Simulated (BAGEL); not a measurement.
# BH2Br (SMILES BBr) at HF/def2-TZVP (density fitting with qzvpp-jkfit)

Aim: the energy change on altering one bond length of BH2Br at HF/def2-TZVP (density fitting with qzvpp-jkfit), from 2 runs. 

The calculation is run with BAGEL 1.2.2.

3 further runs of the same task are left out: 3 set aside as unsound or not needed.

### 1 Starting point

BH2Br: 4 atoms, total charge 0, spin state singlet. SMILES: `BBr`. The coordinates come from a PBE0-D4/def2-TZVP relaxation.

Bond lengths: B1–Br2 1.891 Å, B1–H3 1.188 Å, B1–H4 1.188 Å. Angles: Br2–B1–H3 117.8°, Br2–B1–H4 117.8°, H3–B1–H4 124.3°.

### 2 A single-point energy at HF/def2-TZVP (density fitting with qzvpp-jkfit)

Input file input.json:

```json
{ "bagel" : [

{
  "title" : "molecule",
  "basis" : "def2-tzvp.json",
  "df_basis" : "qzvpp-jkfit",
  "angstrom" : "true",
  "geometry" : [
    { "atom" : "B", "xyz" : [   -0.153900,    0.025000,   -0.096900 ] },
    { "atom" : "Br", "xyz" : [    1.470100,   -0.363400,    0.790800 ] },
    { "atom" : "H", "xyz" : [   -1.111200,   -0.617300,    0.191700 ] },
    { "atom" : "H", "xyz" : [   -0.149500,    0.895400,   -0.905900 ] }
  ]
},
{ "title" : "hf" },
{ "title" : "print", "file" : "orbitals.molden", "orbitals" : "true" }

]}
```

The basis set def2-TZVP is read from a file made from the Basis Set Exchange's data (not shown).

On the command line:

```sh
$ BAGEL_NUM_THREADS=1 BAGEL input.json > input.out
```

Log:

```text
* using 1 threads per process

  ===============================================================
  ===============================================================

  *** Geometry ***

  { "atom" : "B", "xyz" : [     -0.290829,      0.047243,     -0.183114 ] },
  { "atom" : "Br", "xyz" : [      2.778086,     -0.686726,      1.494395 ] },
  { "atom" : "H", "xyz" : [     -2.099864,     -1.166528,      0.362260 ] },
  { "atom" : "H", "xyz" : [     -0.282514,      1.692061,     -1.711903 ] },

  Number of auxiliary basis functions:      377

  Since a DF basis is specified, we compute 2- and 3-index integrals:
    o Being stored without compression. Storage requirement is 0.025 GB

  Number of basis functions:       91
  Number of electrons      :       42

    * METHOD: MOLECULE                             0.17

  *** RHF ***

  === Nuclear Repulsion ===
    67.5893265299

      * DIIS with orbital gradients will be used.

  === RHF iteration (def2-tzvp.json) ===
      0      -2598.25579020          0.00885456           0.04
      1      -2598.28426689          0.00325741           0.04
      2      -2598.28772546          0.00126271           0.04
      3      -2598.28835555          0.00016499           0.04
      4      -2598.28837212          0.00006530           0.04
      5      -2598.28837582          0.00002202           0.04
      6      -2598.28837629          0.00000669           0.04
      7      -2598.28837633          0.00000188           0.04
      8      -2598.28837633          0.00000052           0.04
      9      -2598.28837633          0.00000017           0.04
     10      -2598.28837633          0.00000005           0.04
     11      -2598.28837633          0.00000001           0.04
     12      -2598.28837633          0.00000000           0.04
    * SCF iteration converged.

    * Permanent dipole moment:
           (    0.332357,    -0.079453,     0.181781) a.u.

    * METHOD: HF                                   0.77

    * METHOD: PRINT                                0.02

  ===============================================================
```

It took 1.1 s on 1 thread of Arm Neoverse V1, shared host; peak memory 0.1 GiB.

### 3 The distorted shape

Input file input.json:

```json
{ "bagel": [

{
  "title": "molecule",
  "basis": "def2-tzvp.json",
  "df_basis": "qzvpp-jkfit",
  "angstrom": true,
  "geometry": [
    { "atom": "B", "xyz": [      -0.965863,       0.219191,      -0.540730 ] },
    { "atom": "Br", "xyz": [       1.470100,      -0.363400,       0.790800 ] },
    { "atom": "H", "xyz": [      -1.923163,      -0.423109,      -0.252130 ] },
    { "atom": "H", "xyz": [      -0.961463,       1.089591,      -1.349730 ] }
  ]
},

{
  "title": "hf"
},

{
  "title": "print",
  "file": "orbitals.molden",
  "orbitals": true
}

]}
```

The basis set def2-TZVP is read from a file made from the Basis Set Exchange's data (not shown).

On the command line:

```sh
$ BAGEL_NUM_THREADS=1 BAGEL input.json > input.out
```

Log:

```text
* using 1 threads per process

  ===============================================================
  ===============================================================

  *** Geometry ***

  { "atom" : "B", "xyz" : [     -1.825217,      0.414211,     -1.021832 ] },
  { "atom" : "Br", "xyz" : [      2.778086,     -0.686726,      1.494395 ] },
  { "atom" : "H", "xyz" : [     -3.634251,     -0.799560,     -0.476457 ] },
  { "atom" : "H", "xyz" : [     -1.816902,      2.059029,     -2.550620 ] },

  Number of auxiliary basis functions:      377

  Since a DF basis is specified, we compute 2- and 3-index integrals:
    o Being stored without compression. Storage requirement is 0.025 GB

  Number of basis functions:       91
  Number of electrons      :       42

    * METHOD: MOLECULE                             0.16

  *** RHF ***

  === Nuclear Repulsion ===
    47.7848621605

      * DIIS with orbital gradients will be used.

  === RHF iteration (def2-tzvp.json) ===
      0      -2598.09126367          0.01245215           0.04
      1      -2598.16320797          0.00683126           0.04
      2      -2598.18614815          0.00177383           0.04
      3      -2598.18796030          0.00040716           0.04
      4      -2598.18810590          0.00014479           0.04
      5      -2598.18813514          0.00005225           0.04
      6      -2598.18813990          0.00001861           0.04
      7      -2598.18814037          0.00000576           0.04
      8      -2598.18814042          0.00000121           0.04
      9      -2598.18814042          0.00000044           0.04
     10      -2598.18814042          0.00000010           0.04
     11      -2598.18814042          0.00000003           0.04
     12      -2598.18814042          0.00000001           0.04
     13      -2598.18814042          0.00000000           0.04
    * SCF iteration converged.

    * Permanent dipole moment:
           (    1.870994,    -0.447440,     1.022777) a.u.

    * METHOD: HF                                   0.80

    * METHOD: PRINT                                0.02

  ===============================================================
```

It took 1.1 s on 1 thread of Arm Neoverse V1, shared host; peak memory 0.1 GiB.

### 4 Results

Level: HF/def2-TZVP (density fitting with qzvpp-jkfit).

| quantity | value |
| --- | --- |
| first shape: total energy | -2598.28838 Eh |
| first shape: dipole moment | 0.98 D |
| first shape: HOMO energy | -11.16 eV |
| first shape: LUMO energy | 1.48 eV |
| first shape: HOMO–LUMO gap | 12.64 eV |
| distorted shape: total energy | -2598.18814 Eh |
| distorted shape: dipole moment | 5.54 D |
| distorted shape: HOMO energy | -10.22 eV |
| distorted shape: LUMO energy | -0.04 eV |
| distorted shape: HOMO–LUMO gap | 10.18 eV |
| energy change with the B1–Br2 bond stretched from 1.891 to 2.837 Å | 2.728 eV |

With the B1–Br2 bond stretched from 1.891 to 2.837 Å the energy rises by 2.73 eV (263 kJ/mol). The first shape isn't relaxed at this level, so the change isn't measured from a minimum.
